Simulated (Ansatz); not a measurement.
# FHO₃W: from a rough start to a minimum

The task is to find a stationary geometry of FHO₃W, check the end point by its vibrations and derive ideal-gas thermochemistry, and look at its orbitals and charge.

The runs use Ansatz 0.2.0, Gaussian basis; RKS PBE0-D4/def2-TZVP.

The runs, in order: relaxation at PBE-D4/def2-SVP; relaxation at PBE0-D4/def2-TZVP; harmonic vibrations at the same level; a single point in def2-TZVPP for the fields.

## Step 1: The system as given

SMILES `[O]=[W](=[O])([OH])[F]`, 6 atoms, charge 0, spin multiplicity 1.

Atoms are counted from 1 here; the program's logs count them from 0.

Bond lengths: O1–W2 1.900 Å, W2–O3 2.053 Å, W2–O4 1.743 Å, W2–F5 1.496 Å, O4–H6 0.984 Å. Angles: O1–W2–O3 88.9°, O1–W2–O4 97.3°, O1–W2–F5 138.1°, O3–W2–O4 120.4°, O3–W2–F5 103.6°, O4–W2–F5 109.4°, W2–O4–H6 104.6°.

As a file:

```xyz
6

O    -0.4034   -1.9019   -0.1792
W     0.2507   -0.1295   -0.3789
O     1.5466   -0.4757    1.1750
O    -1.2595    0.6959   -0.1011
F     1.0712    0.6517   -1.3554
H    -1.1635    1.0954    0.7934
```

The start is a force-field geometry with small random shifts, so a cheaper pass at PBE-D4/def2-SVP comes first. W takes the def2 core potential; no spin-orbit term is included.

## Step 2: Relaxation at PBE-D4/def2-SVP (cheap first pass)

Contents of in.yaml:

```yaml
crystal:
  periodic: [false, false, false]
  atoms:
    - {symbol: O, position_ang: [-0.403400, -1.901900, -0.179200]}
    - {symbol: W, position_ang: [0.250700, -0.129500, -0.378900]}
    - {symbol: O, position_ang: [1.546600, -0.475700, 1.175000]}
    - {symbol: O, position_ang: [-1.259500, 0.695900, -0.101100]}
    - {symbol: F, position_ang: [1.071200, 0.651700, -1.355400]}
    - {symbol: H, position_ang: [-1.163500, 1.095400, 0.793400]}
basis:
  gaussian: {orbitals: def2-SVP}
hamiltonian: {xc: pbe, dispersion: d4}
relax: {f_tol: 0.03, max_steps: 200}
```

Command:

```
ansatz run in.yaml --threads 4 --pin off --events-out ev --progress --plain --max-ram 10444MiB
```

Log (excerpt; [...] marks lines left out):

```text
Functional definition: PBE
  name "PBE"
  cite "Perdew, Burke & Ernzerhof, Phys. Rev. Lett. 77, 3865 (1996) doi:10.1103/PhysRevLett.77.3865"
  parent pbe
[...]
942 factors; their error is unknown
[...]
mean field -10682.97893251 eV, -392.5922345864 hartree, gradient 4.6e-5 eV, S^2 0.000000; 1 other end points of the search recorded, 0 dependent functions left out
[...]
reference -10682.97899244 eV, -392.5922367890 hartree; 24, 24 occupied and 69, 69 virtual orbitals, 942 factors
relax step   1: F+E_penalty+E_count = -10683.10735728 eV  Δ(F+E_penalty+E_count) = +0.000e0 eV  max|allowed force component| = 2.763e1 eV/Å  Δτ_max = 0.0000 Å  (50 SCF iters, accepted)
[...]
relax step   3: F+E_penalty+E_count = -10691.27191645 eV  Δ(F+E_penalty+E_count) = -1.047e0 eV  max|allowed force component| = 2.169e0 eV/Å  Δτ_max = 0.1949 Å  (42 SCF iters, accepted)
[...]
relax step   5: F+E_penalty+E_count = -10691.52636904 eV  Δ(F+E_penalty+E_count) = -2.615e-2 eV  max|allowed force component| = 2.170e-1 eV/Å  Δτ_max = 0.0466 Å  (33 SCF iters, accepted)
[...]
relax step   7: F+E_penalty+E_count = -10691.53354395 eV  Δ(F+E_penalty+E_count) = -4.899e-3 eV  max|allowed force component| = 8.886e-2 eV/Å  Δτ_max = 0.0259 Å  (32 SCF iters, accepted)
[...]
relax step   9: F+E_penalty+E_count = -10691.53523990 eV  Δ(F+E_penalty+E_count) = +3.241e-4 eV  max|allowed force component| = 1.715e-1 eV/Å  Δτ_max = 0.0318 Å  (32 SCF iters, rejected (line search))
[...]
relax step  10: F+E_penalty+E_count = -10691.53611692 eV  Δ(F+E_penalty+E_count) = -5.530e-4 eV  max|allowed force component| = 1.033e-2 eV/Å  Δτ_max = 0.0159 Å  (30 SCF iters, accepted)
942 factors; their error is unknown
mean field -10691.40805222 eV, -392.9019990226 hartree, gradient 1.9e-5 eV, S^2 0.000000; 1 other end points of the search recorded, 0 dependent functions left out
[...]
reference -10691.40811661 eV, -392.9020013887 hartree; 24, 24 occupied and 69, 69 virtual orbitals, 942 factors
Total energy: -10691.53618131 eV, -392.9067076795 hartree
Atom 0 at    -0.209248    -1.888887    -0.500719 Å, force     0.000367    -0.008442     0.001337 eV/Å
Atom 1 at     0.297589    -0.270201    -0.208695 Å, force    -0.003521     0.000133     0.007593 eV/Å
Atom 2 at     1.320945    -0.313109     1.173859 Å, force    -0.001139    -0.001580    -0.002366 eV/Å
Atom 3 at    -1.241832     0.751827     0.192159 Å, force     0.003509     0.010335     0.006556 eV/Å
Atom 4 at     1.268133     0.361224    -1.690389 Å, force     0.003709     0.004996    -0.006862 eV/Å
Atom 5 at    -1.393488     1.295045     0.987585 Å, force    -0.002925    -0.005441    -0.006257 eV/Å
Dipole moment:    -0.309741     0.599600     0.155670 e Å
```

Run time: 9 s. Hardware: 4 threads of Arm Neoverse V2, shared host.

Along the way:

```
step  energy from step 1 (eV)  largest force component (eV/Å)
   1                   0.0000                         27.6264
   2                  -7.1176                          6.8550
   3                  -8.1646                          2.1687
   4                  -8.3929                          0.7125
   5                  -8.4190                          0.2170
   6                  -8.4213                          0.3060
   7                  -8.4262                          0.0889
   8                  -8.4282                          0.0806
   9                  -8.4279                          0.1715
  10                  -8.4288                          0.0103
```

Close pairs (by a distance rule), those that changed most:

```
 bond  before (Å)  after (Å)  change (Å)
W2–H6       2.208      2.596      +0.388
W2–F5       1.496      1.880      +0.385
W2–O3       2.053      1.721      -0.332
O1–W2       1.900      1.721      -0.179
W2–O4       1.743      1.891      +0.147
O4–H6       0.984      0.975      -0.009
```

## Step 3: Optimising with PBE0-D4/def2-TZVP

Contents of in.yaml:

```yaml
crystal:
  periodic: [false, false, false]
  atoms:
    - {symbol: O, position_ang: [-0.209248, -1.888887, -0.500719]}
    - {symbol: W, position_ang: [0.297589, -0.270201, -0.208695]}
    - {symbol: O, position_ang: [1.320945, -0.313109, 1.173859]}
    - {symbol: O, position_ang: [-1.241832, 0.751827, 0.192159]}
    - {symbol: F, position_ang: [1.268133, 0.361224, -1.690389]}
    - {symbol: H, position_ang: [-1.393488, 1.295045, 0.987585]}
basis:
  gaussian: {orbitals: def2-TZVP}
hamiltonian: {xc: pbe0, dispersion: d4}
relax: {f_tol: 0.005, max_steps: 150}
```

Launched as before.

Log (excerpt; [...] marks lines left out):

```text
Functional definition: PBE0
  name "PBE0"
  cite "Adamo & Barone, J. Chem. Phys. 110, 6158 (1999) doi:10.1063/1.478522"
  cite "Perdew, Burke & Ernzerhof, Phys. Rev. Lett. 77, 3865 (1996) doi:10.1103/PhysRevLett.77.3865"
  parent pbe
[...]
1053 factors; their error is unknown
[...]
mean field -10700.19654014 eV, -393.2249699965 hartree, gradient 2.9e-5 eV, S^2 0.000000; 0 other end points of the search recorded, 0 dependent functions left out
[...]
reference -10700.19656853 eV, -393.2249710397 hartree; 24, 24 occupied and 146, 146 virtual orbitals, 1053 factors
relax step   1: F+E_penalty+E_count = -10700.30452528 eV  Δ(F+E_penalty+E_count) = +0.000e0 eV  max|allowed force component| = 1.378e0 eV/Å  Δτ_max = 0.0000 Å  (31 SCF iters, accepted)
[...]
1053 factors; their error is unknown
[...]
mean field -10700.25519414 eV, -393.2271254912 hartree, gradient 5.3e-5 eV, S^2 0.000000; 1 other end points of the search recorded, 0 dependent functions left out
[...]
reference -10700.25522265 eV, -393.2271265388 hartree; 24, 24 occupied and 146, 146 virtual orbitals, 1053 factors
Total energy: -10700.36425936 eV, -393.2311335641 hartree
Atom 0 at    -0.201528    -1.880201    -0.503203 Å, force    -0.000545     0.001639    -0.000432 eV/Å
Atom 1 at     0.293295    -0.284688    -0.192590 Å, force     0.000509    -0.001389    -0.000395 eV/Å
Atom 2 at     1.311934    -0.312775     1.166166 Å, force    -0.000156     0.000191    -0.001496 eV/Å
Atom 3 at    -1.224672     0.744024     0.182007 Å, force     0.002644    -0.004017     0.002083 eV/Å
Atom 4 at     1.225585     0.376758    -1.656419 Å, force    -0.000691     0.000309     0.001856 eV/Å
Atom 5 at    -1.362515     1.292781     0.957838 Å, force    -0.001760     0.003267    -0.001616 eV/Å
Dipole moment:    -0.300450     0.595959     0.148043 e Å
```

It took 8.5 s on 4 threads of Arm Neoverse V2, shared host.

Along the way:

```
step  energy from step 1 (eV)  largest force component (eV/Å)
   1                   0.0000                          1.3782
   2                  -0.0583                          0.2151
   3                  -0.0597                          0.0255
   4                  -0.0597                          0.0040
```

Close pairs (by a distance rule), those that changed most:

```
 bond  before (Å)  after (Å)  change (Å)
W2–F5       1.880      1.857      -0.023
W2–O3       1.721      1.698      -0.022
O1–W2       1.721      1.699      -0.022
W2–O4       1.891      1.872      -0.019
O4–H6       0.975      0.960      -0.015
```

Mulliken charges of the relaxed molecule (report file):

```
atom  value (e)
  O1      -0.48
  W2       1.60
  O3      -0.48
  O4      -0.63
  F5      -0.38
  H6       0.37
```

## Step 4: Harmonic vibrations

Contents of in.yaml:

```yaml
crystal:
  periodic: [false, false, false]
  atoms:
    - {symbol: O, position_ang: [-0.201528, -1.880201, -0.503203]}
    - {symbol: W, position_ang: [0.293295, -0.284688, -0.192590]}
    - {symbol: O, position_ang: [1.311934, -0.312775, 1.166166]}
    - {symbol: O, position_ang: [-1.224672, 0.744024, 0.182007]}
    - {symbol: F, position_ang: [1.225585, 0.376758, -1.656419]}
    - {symbol: H, position_ang: [-1.362515, 1.292781, 0.957838]}
basis:
  gaussian: {orbitals: def2-TZVP}
hamiltonian: {xc: pbe0, dispersion: d4}
phonons: {temperatures: {t_min: 298.15, t_max: 900, t_step: 200}}
```

Same command.

Log (excerpt; [...] marks lines left out):

```text
Functional definition: PBE0
  name "PBE0"
  cite "Adamo & Barone, J. Chem. Phys. 110, 6158 (1999) doi:10.1063/1.478522"
  cite "Perdew, Burke & Ernzerhof, Phys. Rev. Lett. 77, 3865 (1996) doi:10.1103/PhysRevLett.77.3865"
  parent pbe
[...]
1053 factors; their error is unknown
[...]
mean field -10700.25520155 eV, -393.2271257635 hartree, gradient 3.4e-5 eV, S^2 0.000000; 0 other end points of the search recorded, 0 dependent functions left out
[...]
reference -10700.25523008 eV, -393.2271268120 hartree; 24, 24 occupied and 146, 146 virtual orbitals, 1053 factors
[...]
1053 factors; their error is unknown
mean field -10700.25516967 eV, -393.2271245920 hartree, gradient 2.5e-6 eV, S^2 0.000000; 0 other end points of the search recorded, 0 dependent functions left out
[...]
reference -10700.25519821 eV, -393.2271256406 hartree; 24, 24 occupied and 146, 146 virtual orbitals, 1053 factors
[...]
reference -10700.25511889 eV, -393.2271227260 hartree; 24, 24 occupied and 146, 146 virtual orbitals, 1053 factors
Total energy: -10700.36426679 eV, -393.2311338371 hartree
Atom 0 at    -0.201528    -1.880201    -0.503203 Å, force    -0.000422     0.001461    -0.000229 eV/Å
Atom 1 at     0.293295    -0.284688    -0.192590 Å, force     0.000405    -0.000876    -0.000636 eV/Å
Atom 2 at     1.311934    -0.312775     1.166166 Å, force    -0.000323    -0.000041    -0.001532 eV/Å
Atom 3 at    -1.224672     0.744024     0.182007 Å, force     0.002741    -0.004121     0.002159 eV/Å
Atom 4 at     1.225585     0.376758    -1.656419 Å, force    -0.000635     0.000281     0.001829 eV/Å
Atom 5 at    -1.362515     1.292781     0.957838 Å, force    -0.001767     0.003296    -0.001592 eV/Å
Dipole moment:    -0.300450     0.595959     0.148043 e Å
Vibrations: 195.62 225.01 247.88 271.20 276.35 366.20 613.39 703.13 757.87 1022.21 1067.80 3899.62 cm⁻¹, zero-point energy 0.597993 eV
```

It took 47 s on 4 threads of Arm Neoverse V2, shared host.

Motions are named by where the mode's potential energy lies. Wavenumbers, unscaled:

```
mode  cm⁻¹             motion
   1   196               bend
   2   225  bend with torsion
   3   248               bend
   4   271               bend
   5   276  torsion with bend
   6   366  bend with torsion
   7   613               bend
   8   703        W–F stretch
   9   758        W–O stretch
  10  1022        W–O stretch
  11  1068        W–O stretch
  12  3900        O–H stretch
```

From these modes and the moments of inertia (298.15 K, 1 bar, symmetry number 1):

```
                term            value
   zero-point energy    13.8 kcal/mol
          H(298) − E    18.2 kcal/mol
entropy, translation  177.8 J/(mol K)
   entropy, rotation  110.7 J/(mol K)
  entropy, vibration   46.9 J/(mol K)
      entropy, total  335.4 J/(mol K)
```

## Step 5: A single point for the fields

in.yaml: that of step 4 with these lines changed.

```diff
@@ -10,4 +10,4 @@
 basis:
-  gaussian: {orbitals: def2-TZVP}
+  gaussian: {orbitals: def2-TZVPP}
 hamiltonian: {xc: pbe0, dispersion: d4}
-phonons: {temperatures: {t_min: 298.15, t_max: 900, t_step: 200}}
+output: {orbitals: {seedname: orbitals}}
```

Same command.

Log:

```text
Functional definition: PBE0
  name "PBE0"
  cite "Adamo & Barone, J. Chem. Phys. 110, 6158 (1999) doi:10.1063/1.478522"
  cite "Perdew, Burke & Ernzerhof, Phys. Rev. Lett. 77, 3865 (1996) doi:10.1103/PhysRevLett.77.3865"
  parent pbe
  parameter a = 0.25
  parameter kappa = 0.804
  parameter beta = 0.06672455060314922
  exchange = (1 - a)*pbe_x(kappa = kappa, mu = beta*pi^2/3) + a*exact_x
  correlation = pbe_c(beta = beta)
1068 factors; their error is unknown
mean field evaluation 1: about -10680.9624 eV, gradient 1.1e2 eV
mean field evaluation 2: about -10498.5954 eV, gradient 3.3e2 eV
mean field evaluation 4: about -10698.6717 eV, gradient 3.4e1 eV
mean field evaluation 8: about -10700.4981 eV, gradient 3.7e-1 eV
mean field evaluation 16: about -10700.5368 eV, gradient 2.7e-4 eV
mean field -10700.53683105 eV, -393.2374754569 hartree, gradient 7.5e-5 eV, S^2 0.000000; 0 other end points of the search recorded, 0 dependent functions left out
reference -10700.53685950 eV, -393.2374765023 hartree; 24, 24 occupied and 170, 170 virtual orbitals, 1068 factors
Total energy: -10700.64589621 eV, -393.2414835273 hartree
```

It took 1.5 s on 4 threads of Arm Neoverse V2, shared host.

Orbitals, density, ELF and potential are computed afterwards from the orbital file.

Frontier orbitals at PBE0-D4/def2-TZVPP, with the share of their density that lies nearest to each atom:

```
orbital  energy (eV)                                   lies on
   HOMO        -9.34                    O1, O3 about 48 % each
   LUMO        -1.98  W2 57 %; O3, O4 about 11 % each; F5 10 %
```

ELF in a plane through or near 3 of the atoms.

Values, 10 rows by 14 columns:
```
0.00 0.00 0.00 0.00 0.00 0.00 0.00 0.00 0.00 0.00 0.00 0.00 0.00 0.00
0.00 0.00 0.00 0.00 0.00 0.00 0.00 0.00 0.00 0.00 0.00 0.00 0.00 0.00
0.00 0.00 0.00 0.00 0.03 0.03 0.03 0.01 0.00 0.00 0.00 0.00 0.00 0.00
0.00 0.00 0.00 0.03 0.18 0.31 0.17 0.04 0.04 0.05 0.02 0.00 0.00 0.00
0.00 0.00 0.00 0.05 0.20 0.21 0.71 0.36 0.51 0.53 0.49 0.15 0.00 0.00
0.00 0.00 0.00 0.01 0.05 0.48 0.41 0.59 0.78 0.78 0.96 0.44 0.01 0.00
0.00 0.00 0.01 0.19 0.74 0.78 0.24 0.08 0.67 0.61 0.30 0.06 0.00 0.00
0.00 0.00 0.01 0.21 0.79 0.81 0.59 0.03 0.06 0.11 0.02 0.00 0.00 0.00
0.00 0.00 0.00 0.02 0.14 0.27 0.12 0.01 0.00 0.00 0.00 0.00 0.00 0.00
0.00 0.00 0.00 0.00 0.00 0.00 0.00 0.00 0.00 0.00 0.00 0.00 0.00 0.00
```
The map spans 9.4 Å across and 8.3 Å up, centred on the molecule. Atoms in the plane (x, y in Å): W2 (-0.4, 0.0), F5 (-1.4, -1.6), H6 (2.1, -0.1).

log10 of the density (e/Å³) in the same plane.

Ten even steps from ' ' (-4.0) to '@' (1.4):
```
                                                        
                                                        
                    ......                              
              ....::::::::::....                        
            ..::------------::::::....                  
          ..::--============------::::....              
        ..::--====++++++++++======------::::..          
        ..::--==++**********++++++++++====--::..        
        ..::--==++**####%%%%##**********++==--::..      
        ..::--==++**##%%##%%%%############++==--..      
        ..::--==++**##%%%%%%%%####%%%%####++==--..      
        ::----++****####%%%%##**########**++==--..      
        ::--==**##%%%%%%****++++******++++==--::..      
        ::--==**%%@@@@%%**++==============--::..        
        ::--==**##%%%%%%**++==----------::....          
        ..::--++++******++==--::::::::....              
          ..::--========----::..                        
            ..::::------::..                            
                  ......                                
                                                        
```
The map spans 9.4 Å across and 8.3 Å up, centred on the molecule. Atoms in the plane (x, y in Å): W2 (-0.4, 0.0), F5 (-1.4, -1.6), H6 (2.1, -0.1).

On the surface of density 0.002 e/bohr³ the electrostatic potential runs, from the 1st to the 99th percentile, from -1.20 V near O1 to 3.27 V near H6.

## Step 6: Outcome

| quantity | value |
| --- | --- |
| point group | C1 |
| steps | 10 + 4 |
| shift from the start (rms) | 0.334 Å |
| total energy | -10700.3643 eV |
| dispersion term | -109 meV |
| dipole moment | 3.28 D |
| lowest, highest wavenumber | 196, 3900 cm⁻¹ |
| zero-point energy | 13.8 kcal/mol |
| entropy at 298.15 K | 335.4 J/(mol K) |
| HOMO, LUMO | -9.34, -1.98 eV |

The atoms moved 0.33 Å (rms) from the start; the bond that changed most is W2–F5, from 1.496 to 1.857 Å. All wavenumbers are real, so the end point is a minimum. The stiffest mode, 3900 cm⁻¹, is an O–H stretch. Harmonic hybrid wavenumbers usually lie a few per cent above measured fundamentals. The largest Mulliken charge, +1.60 e, sits on W2. The HOMO lies mostly on O1, O3 about 48 % each and the LUMO on W2 57 %; O3, O4 about 11 % each.
